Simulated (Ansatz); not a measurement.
**GeH₃O+ (triplet): the correlation ladder, cc-pVDZ**

An exercise on one series of results from a longer session: the logs are not shown, and one member is left open.

The runs use Ansatz 0.2.0, Gaussian basis; cc-pVDZ, core rule «outside noble gas», up to 15 orbitals frozen.

The runs, in order: UHF; CCSD(T) on ROHF; CCSD(T) on UHF; BCCD(T) on ROHF; CISD; CCSDT(Q) on ROHF; CCSDT(Q) on UHF; CASSCF and NEVPT2, 12 electrons in 11 orbitals.

16 further runs of the same task are left out: 1 for a known fault of the program, 3 that didn't finish, 12 set aside as unsound or not needed.

## What is computed

The geometry is a PBE0/def2-TZVP stationary point (not a proven minimum) of the parent state, kept for this charge and spin. No spin-orbit coupling is included. The filled d shell of Ge may be among the frozen orbitals whatever the setting's name suggests; the logs give the count.

5 atoms, charge 1, spin multiplicity 3.

Atoms are counted from 1 here; the program's logs count them from 0.

Bond lengths: Ge1–O2 1.795 Å, Ge1–H3 1.537 Å, Ge1–H4 1.536 Å, Ge1–H5 1.536 Å. Angles: O2–Ge1–H3 102.4°, O2–Ge1–H4 109.6°, O2–Ge1–H5 109.6°, H3–Ge1–H4 111.6°, H3–Ge1–H5 111.6°, H4–Ge1–H5 111.5°.

Set-up of the first run:

in.yaml

```yaml
crystal:
  periodic: [false, false, false]
  atoms:
    - {symbol: Ge, position_ang: [0.001596, 0.000000, 0.298312]}
    - {symbol: O, position_ang: [-0.015648, -0.000001, -1.496535]}
    - {symbol: H, position_ang: [1.506240, 0.000114, 0.613871]}
    - {symbol: H, position_ang: [-0.686530, 1.270175, 0.821236]}
    - {symbol: H, position_ang: [-0.686338, -1.270279, 0.821236]}
basis:
  gaussian: {orbitals: cc-pVDZ}
total_charge: 1
magnetization: {spin_polarized: true, initial_magnetization: 2}
hamiltonian: {xc: hf}
output: {orbitals: {seedname: orbitals}}
```

Launch:

```bash
> ansatz run in.yaml --threads 1 --pin off --events-out ev --progress --plain --max-ram 2393MiB
```

Among the steps run: UHF; CCSD(T) on ROHF; CCSD(T) on UHF; BCCD(T) on ROHF; CISD; CCSDT(Q) on ROHF; CCSDT(Q) on UHF; CASSCF and NEVPT2, 12 electrons in 11 orbitals.

One of the session's tables, all rows but one given; the rest of the session is left out.

| method | from UCCSDT(Q) (meV) |
| --- | --- |
| ROHF | +7161.5 |
| UHF | +6937.4 |
| RMP2 | +1587.5 |
| UMP2 | +1533.7 |
| RCCSD | +253.4 |
| UCCSD | +250.9 |
| RCCSD(T) | +73.4 |
| UCCSD(T) | +74.6 |
| BCCD(T) | +83.1 |
| RCCSDT | +19.9 |
| UCCSDT | +20.1 |
| RCCSDT(Q) | ? |
| UCCSDT(Q) | 0 |
| CASSCF valence | +4959.3 |
| NEVPT2 valence | +1035.8 |

Q: Estimate the row for RCCSDT(Q) from the others.

**Answer.** from UCCSDT(Q) (meV): +5.9. In the column «from UCCSDT(Q) (meV)» it lies between UCCSDT(Q) (0) and RCCSDT (+19.9).

Not comparable, so not listed: CISD (they don't share determinant, frozen orbitals or solution with the rows shown, or repeat one).

To keep in mind: Restricted and unrestricted rows rest on different reference determinants; where their highest levels disagree by more than a few hundredths of an eV, they describe different states and don't form one ladder.
